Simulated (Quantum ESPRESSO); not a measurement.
# TiN under changes of volume

One of the cells (9.528 Å³/atom); the others are scaled copies at fixed shape and fractional positions:

```xyz
2
Lattice="0.0000 2.1200 2.1200 2.1200 0.0000 2.1200 2.1200 2.1200 0.0000" Properties=species:S:1:pos:R:3 pbc="T T T"
Ti    0.0000    0.0000    0.0000
N     2.1200    2.1200    2.1200
```

The cell was built by a generator and needn't be a form met in nature.

* Program: Quantum ESPRESSO 7.5
* Functional: PBE
* Potentials or basis: GBRV 1.5 PBE
* Cutoff: 612 eV
* Density cutoff: 4898 eV
* k mesh: 16 × 16 × 16
* Occupations: methfessel-paxton, width 0.2 eV
* Spin: no spin polarisation

```csv
volume (Å³/atom),energy over the lowest point (meV/atom),pressure (GPa)
8.956,?,?
9.147,18.10,14.0
9.338,5.30,7.4
9.528,0.00,1.4
9.719,1.45,-3.9
9.909,8.98,-8.8
10.100,21.99,-13.2
```

What does the run at 8.956 Å³/atom give?

Energy over the lowest point 39.22 meV/atom; pressure 21.4 GPa.

Worked out: A Birch-Murnaghan fit of order 3 (a polynomial in V^(-2/3)) to the other rows has its minimum at 9.58 Å³/atom with B0 = V·E''(V) = 277 GPa and B' = 4.3. It gives 39.29 meV/atom at 8.956 Å³/atom, against the run's 39.22, and -dE/dV = 21.5 GPa, against 21.4.

Energies are extrapolated to zero smearing.
